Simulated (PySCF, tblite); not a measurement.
# C₄H₅FN₂O+ (doublet): geometry, infrared bands and EPR parameters

Aim: predict the infrared bands and EPR parameters of C₄H₅FN₂O+ (doublet) (`FCO[C+]1[CH]C=NN1`).

The runs use tblite 0.8.0 and PySCF 2.14.0, with density-fitted response routines of our own; the level of theory stands in each step. All values are computed, except where a source is named. Atoms count from 0, in the outputs and in this text.

## (1) The molecule as given

13 atoms, charge 1, multiplicity 2; geometry from: force field or distance geometry start.

Bonds of the start (Å): F0–C1 1.35, C1–O2 1.44, O2–C3 1.35, C3–C4 1.42, C4–C5 1.47, C5–N6 1.30, N6–N7 1.38, N7–C3 1.35, C1–H8 1.10, C1–H9 1.10, C4–H10 1.06, C5–H11 1.10, N7–H12 1.02.

## (2) Optimising the geometry with GFN2-xTB

What the job is given:

```
{"job": {"kind": "relax", "xc": "GFN2-xTB", "basis": "xTB"}, "charge": 1, "multiplicity": 2}
F     -2.262700     0.550400    -0.978900
C     -2.175300    -0.007800     0.244600
O     -0.985100     0.468000     0.894100
C      0.149600     0.062300     0.284700
C      1.413700     0.089400     0.930100
C      2.309900    -0.236400    -0.186300
N      1.682600    -0.413300    -1.313300
N      0.350600    -0.217700    -1.017100
H     -2.160000    -1.107200     0.160600
H     -3.044300     0.293500     0.845700
H      1.680300     0.440600     1.895200
H      3.395900    -0.304400    -0.028300
H     -0.359600    -0.188700    -1.748900
```

Launch:

```sh
> OMP_NUM_THREADS=1 python probes_run.py task.json out
```

This one command runs all jobs of the session in turn.

What it wrote:

```text
step      E/eV     max force
  0    -686.06964    2.811
  1    -686.34825    1.432
  2    -686.44525    1.085
  3    -686.47383    0.512
  4    -686.49601    0.439
  5    -686.51162    0.430
  6    -686.52691    0.327
  7    -686.53415    0.286
  8    -686.54111    0.210
  9    -686.54686    0.256
 10    -686.55150    0.208
 11    -686.55527    0.210
 12    -686.56009    0.221
 13    -686.56731    0.334
 14    -686.57468    0.331
 15    -686.57992    0.218
 16    -686.58366    0.182
 17    -686.58665    0.198
 18    -686.59188    0.242
 19    -686.59875    0.215
 20    -686.60529    0.222
 21    -686.61096    0.215
 22    -686.61724    0.229
 23    -686.62285    0.285
 24    -686.62835    0.192
 25    -686.63341    0.174
 26    -686.63889    0.182
 27    -686.64247    0.189
 28    -686.64586    0.140
 29    -686.64781    0.112
 30    -686.64967    0.147
 31    -686.65141    0.137
 32    -686.65375    0.092
 33    -686.65476    0.094
 34    -686.65606    0.093
 35    -686.65685    0.097
 36    -686.65750    0.072
 37    -686.65801    0.068
 38    -686.65852    0.057
 39    -686.65894    0.067
 40    -686.65927    0.055
 41    -686.65953    0.041
 42    -686.65976    0.035
 43    -686.65995    0.031
 44    -686.66012    0.039
 45    -686.66033    0.049
 46    -686.66069    0.060
 47    -686.66127    0.079
 48    -686.66195    0.075
 49    -686.66249    0.049
 50    -686.66282    0.047
 51    -686.66306    0.047
 52    -686.66333    0.047
 53    -686.66379    0.048
 54    -686.66429    0.068
 55    -686.66488    0.084
 56    -686.66553    0.086
 57    -686.66623    0.081
 58    -686.66694    0.075
 59    -686.66762    0.068
 60    -686.66814    0.098
 61    -686.66825    0.104
 62    -686.66900    0.053
 63    -686.66940    0.063
 64    -686.66980    0.061
 65    -686.67001    0.038
 66    -686.67014    0.028
 67    -686.67022    0.026
 68    -686.67030    0.022
 69    -686.67035    0.018
 70    -686.67038    0.016
 71    -686.67040    0.011
 72    -686.67041    0.006
```

Run time: 0.31 s. Hardware: 1 thread of Arm Neoverse V2, shared host.

The steps of the relaxation: (not every step is listed)

| step | energy from step 0 (eV) | largest force (eV/Å) |
| --- | --- | --- |
| 0 | 0.0000 | 2.8112 |
| 1 | -0.2786 | 1.4324 |
| 2 | -0.3756 | 1.0852 |
| 3 | -0.4042 | 0.5122 |
| 4 | -0.4264 | 0.4394 |
| 5 | -0.4420 | 0.4302 |
| 6 | -0.4573 | 0.3274 |
| 7 | -0.4645 | 0.2863 |
| 8 | -0.4715 | 0.2098 |
| 13 | -0.4977 | 0.3342 |
| 18 | -0.5222 | 0.2424 |
| 23 | -0.5532 | 0.2854 |
| 28 | -0.5762 | 0.1395 |
| 33 | -0.5851 | 0.0941 |
| 38 | -0.5889 | 0.0571 |
| 43 | -0.5903 | 0.0310 |
| 48 | -0.5923 | 0.0750 |
| 53 | -0.5941 | 0.0476 |
| 58 | -0.5973 | 0.0754 |
| 63 | -0.5998 | 0.0625 |
| 67 | -0.6006 | 0.0261 |
| 68 | -0.6007 | 0.0219 |
| 69 | -0.6007 | 0.0179 |
| 70 | -0.6007 | 0.0163 |
| 71 | -0.6008 | 0.0112 |
| 72 | -0.6008 | 0.0063 |

Close pairs (by a distance rule), those that changed most:

| bond | before (Å) | after (Å) | change (Å) |
| --- | --- | --- | --- |
| C4–C5 | 1.468 | 1.379 | -0.089 |
| N6–N7 | 1.378 | 1.308 | -0.070 |
| O2–C3 | 1.350 | 1.293 | -0.057 |
| C1–O2 | 1.437 | 1.397 | -0.040 |
| C5–N6 | 1.302 | 1.340 | +0.038 |
| C5–H11 | 1.100 | 1.073 | -0.027 |
| C3–N7 | 1.347 | 1.372 | +0.026 |
| C3–C4 | 1.420 | 1.436 | +0.017 |

The end geometry stands in the next job.

## (3) Harmonic vibrations with GFN2-xTB

What the job is given:

```
{"job": {"kind": "ir", "xc": "GFN2-xTB", "basis": "xTB"}, "charge": 1, "multiplicity": 2}
F     -2.203216    -0.096622    -1.049924
C     -2.248010    -0.030199     0.290503
O     -0.973569    -0.008644     0.861161
C      0.165930    -0.035006     0.250610
C      1.444497    -0.002278     0.903885
C      2.359264    -0.047022    -0.126861
N      1.729870    -0.104740    -1.308287
N      0.439672    -0.096842    -1.092585
H     -2.785063    -0.913679     0.676580
H     -2.776088     0.892663     0.586912
H      1.609970     0.047289     1.961280
H      3.431475    -0.042031    -0.088840
H     -0.199121    -0.134239    -1.882161
```

What it wrote:

```text
mode    cm-1     km/mol
  1      47.2      8.86
  2     117.9     14.90
  3     187.9      1.68
  4     225.8     15.24
  5     323.1      8.58
  6     395.4      0.42
  7     565.7      1.93
  8     605.5     12.13
  9     669.4    107.19
 10     703.2     37.85
 11     790.3     50.26
 12     792.3     44.81
 13     869.3      8.11
 14     918.2     42.93
 15     984.5      5.50
 16     998.3     17.57
 17    1032.6     34.18
 18    1065.8     28.10
 19    1091.7    117.74
 20    1111.8     25.72
 21    1137.3      0.12
 22    1183.3     12.81
 23    1232.7     26.93
 24    1250.1     16.37
 25    1319.4     26.51
 26    1357.6     85.25
 27    1417.4     27.48
 28    1481.4    166.09
 29    2858.9     20.98
 30    2874.5    110.57
 31    3169.9     35.81
 32    3184.8     49.69
 33    3348.6    163.18
```

It took 0.26 s on 1 thread of Arm Neoverse V2, shared host.

Which atoms move in the most intense modes:

| cm⁻¹ | km/mol | atoms |
| --- | --- | --- |
| 669 | 107.2 | H12 88 % |
| 790 | 50.3 | N6 24 %, N7 20 %, H10 14 %, C5 14 % |
| 1092 | 117.7 | C1 51 %, F0 34 % |
| 1358 | 85.2 | H9 43 %, H8 43 % |
| 1481 | 166.1 | C3 61 %, O2 19 % |
| 2874 | 110.6 | H8 54 %, H9 42 % |
| 3185 | 49.7 | H10 70 %, H11 21 % |
| 3349 | 163.2 | H12 93 % |

## (4) g tensor and hyperfine couplings: B3LYP/pcH-1

Settings changed since step 3:

```diff
@@ -1,2 +1,2 @@
-{"job": {"kind": "ir", "xc": "GFN2-xTB", "basis": "xTB"}, "charge": 1, "multiplicity": 2}
+{"job": {"kind": "epr", "basis": "pcH-1"}, "charge": 1, "multiplicity": 2}
 F     -2.203216    -0.096622    -1.049924
```

Level: UKS B3LYP, pcH-1 on C F H N O, non-relativistic, mean-field spin-orbit, GIAO.

What it wrote:

```text
UKS, coarse grid
  cycle   1  E = -439.55121070  |g| = 5.59e-01
  cycle   2  E = -439.36823133  |g| = 9.09e-01
  cycle   3  E = -439.66579463  |g| = 1.04e-01
  cycle   4  E = -439.66851357  |g| = 7.20e-02
  cycle   5  E = -439.67056218  |g| = 1.82e-02
  cycle   6  E = -439.67073262  |g| = 1.09e-02
  cycle   7  E = -439.67082103  |g| = 4.23e-03
  cycle   8  E = -439.67085601  |g| = 2.56e-03
  cycle   9  E = -439.67086939  |g| = 8.32e-04
  cycle  10  E = -439.67087049  |g| = 7.05e-04
UKS, final grid
  cycle   1  E = -439.67088267  |g| = 1.07e-03
  cycle   2  E = -439.67088130  |g| = 2.13e-03
  cycle   3  E = -439.67088331  |g| = 2.01e-04
  cycle   4  E = -439.67088335  |g| = 1.41e-04
  cycle   5  E = -439.67088338  |g| = 8.40e-05
  cycle   6  E = -439.67088339  |g| = 2.26e-05
  cycle   7  E = -439.67088339  |g| = 7.84e-06
E = -439.67088339 Eh   <S^2> = 0.7640 (exact 0.7500)
g shifts (ppm)      1          2          3
  rmc          -223       -223       -223
  gc            -13         50         38
  oz_so         -14       1550       2975
  total        -250       1377       2789
hyperfine (MHz)  atom isotope    a_iso     a_fc   dipolar eigenvalues
    0   19F      -1.41      -1.41     -8.11     -5.59     13.70
    1   13C      -9.72      -9.72     -1.78      0.84      0.95
    2   17O     -25.22     -25.22    -73.03     35.79     37.23
    3   13C       6.94       6.94    -24.35    -21.63     45.98
    4   13C      15.37      15.37    -23.65    -21.59     45.24
    5   13C     -21.72     -21.72    -12.69      5.10      7.59
    6   14N      17.11      17.11    -22.18    -21.77     43.95
    7   14N      -7.53      -7.53     -2.74      1.17      1.57
    8    1H      41.49      41.49     -2.68     -1.90      4.57
    9    1H      42.14      42.14     -2.68     -1.87      4.55
   10    1H     -20.34     -20.34    -11.44     -2.94     14.38
   11    1H       2.30       2.30     -3.93     -1.59      5.52
   12    1H      -0.49      -0.49     -4.14      0.70      3.44
```

Wall time 49 s (1 thread of Arm Neoverse V2, shared host); peak memory 1 GiB.

Principal g values 2.00207, 2.00370, 2.00511; g(iso) = 2.00362, against 2.00232 for a free electron.

Hyperfine couplings; where a row names several nuclei, a(iso) is their mean (it holds for fast rotation or exchange) and the dipolar term the largest among them:

| nuclei | isotope | a(iso) (MHz) | a(iso) (G, at g = 2.0023) | largest dipolar term (MHz) |
| --- | --- | --- | --- | --- |
| H8, H9 | 1H | 41.8 | 14.9 | 4.6 |
| O2 | 17O | -25.2 | -9.0 | -73.0 |
| C5 | 13C | -21.7 | -7.8 | -12.7 |
| H10 | 1H | -20.3 | -7.3 | 14.4 |
| N6 | 14N | 17.1 | 6.1 | 43.9 |
| C4 | 13C | 15.4 | 5.5 | 45.2 |
| C1 | 13C | -9.7 | -3.5 | -1.8 |
| N7 | 14N | -7.5 | -2.7 | -2.7 |
| C3 | 13C | 6.9 | 2.5 | 46.0 |
| H11 | 1H | 2.3 | 0.8 | 5.5 |
| F0 | 19F | -1.4 | -0.5 | 13.7 |
| H12 | 1H | -0.5 | -0.2 | -4.1 |

Mulliken spin populations:

F0 0.00; C1 -0.01; O2 0.18; C3 0.24; C4 0.27; C5 -0.11; N6 0.45; N7 -0.06; H8 0.02; H9 0.02; H10 -0.01; H11 0.00; H12 0.00

In first order the couplings over 0.8 MHz of 1H, 14N, 19F give 212 distinct lines over 56.0 G, if the averaged nuclei exchange fast.

Orbitals, density, ELF and potential are computed afterwards from the orbital file.

ELF in a plane through or near 11 of the atoms.

Ten even steps from ' ' (0.00) to '@' (1.00):
```
                                                        
                                                        
                                                        
                ..**%%**..                              
                ##@@@@@@++                              
              ..%%@@@@@@**    ==**--                    
                ++@@@@@@==  ..%%%%**..                  
          ....  --**--==**::--%%%%##....--..            
      ..@@@@@@++**%%--++@@--****::%%----##--            
      ==@@@@@@%%..****++++@@::######..##++::            
      ==@@@@@@####::::  ++**++::..::==----              
      ..%%@@%%==##%%**++++##++    ++####++              
              ::##====%%..--##::..%%++++%%--            
              **@@@@##++++@@@@++  **##%%##::            
              ##@@@@%%..::@@@@##  ..----::              
              ==####++    ==%%++                        
                ::::..      ..                          
                                                        
                                                        
                                                        
```
The map spans 12.1 Å across and 9.2 Å up, centred on the molecule. Atoms in the plane (x, y in Å): F0 (2.2, -1.1), C1 (2.3, 0.2), O2 (1.0, 0.8), C3 (-0.2, 0.3), C4 (-1.4, 1.0), C5 (-2.4, -0.1), N6 (-1.8, -1.3), N7 (-0.5, -1.1), H10 (-1.5, 2.0), H11 (-3.4, 0.0), H12 (0.1, -1.9).

On the surface of density 0.002 e/bohr³ the electrostatic potential runs, from the 1st to the 99th percentile, from 2.72 V near N6 to 6.58 V near H12.

The spin density lies nearest to N6 33 %; C3, C4 about 18 % each; O2 16 %.

## (5) Outcome

| quantity | value |
| --- | --- |
| strongest single infrared mode (GFN2-xTB) | 1481 cm⁻¹, 166 km/mol |
| zero-point energy (GFN2-xTB) | 56.2 kcal/mol |
| g(iso) (B3LYP) | 2.00362 |
| ⟨S²⟩ | 0.764 (exact 0.75) |
| largest a(iso) (averaged by class) | 1H on H8, H9, 41.8 MHz |

What this shows: Over 72 steps the energy fell by 0.601 eV; of the close pairs, C4–C5 changed most, 1.468 to 1.379 Å. No mode is imaginary among the 33: a minimum at this level. The strongest single mode, at 1481 cm⁻¹, moves mainly C3. Unscaled tight-binding wavenumbers are off by several per cent, some by more. Its intensities can rank the bands wrongly. N6 carries the largest spin population, 0.45 e. The isotropic g lies 1.3 ppt above the free-electron value.
